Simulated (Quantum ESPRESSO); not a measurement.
## Ca3Lu under changes of volume

One of the cells (38.536 Å³/atom); the others are scaled copies at fixed shape and fractional positions:

```
Lu Ca
1.0
     5.36177    0.00000    0.00000
     0.00000    5.36177    0.00000
     0.00000    0.00000    5.36177
Lu Ca
1 3
Direct
  0.50000 0.50000 0.50000
  0.00000 0.00000 0.50000
  0.00000 0.50000 0.00000
  0.50000 0.00000 0.00000
```

The cell comes from a database or a generator and needn't be the stable form of this composition.

```yaml
Program: Quantum ESPRESSO 7.5
Functional: PBE
Potentials_or_basis: SSSP 1.3 efficiency PBE
Cutoff: 748 eV
Density_cutoff: 5987 eV
k_mesh: 5 × 5 × 5
Occupations: fermi-dirac, width 0.05 eV
Spin: no spin polarisation
```

```tsv
volume (Å³/atom)	energy over the lowest point (meV/atom)	pressure (GPa)
36.224	10.64	1.4
36.994	?	?
37.765	1.14	0.4
38.536	0.00	-0.1
39.307	1.03	-0.5
40.077	4.05	-0.9
40.848	8.90	-1.2
```

What does the run at 36.994 Å³/atom give?

Energy over the lowest point 4.61 meV/atom; pressure 0.9 GPa.

Worked out: A Birch-Murnaghan fit of order 3 (a polynomial in V^(-2/3)) to the other rows has its minimum at 38.54 Å³/atom with B0 = V·E''(V) = 22 GPa and B' = 3.1. It gives 4.62 meV/atom at 36.994 Å³/atom, against the run's 4.61, and -dE/dV = 1.0 GPa, against 0.9.

Energies are extrapolated to zero smearing.
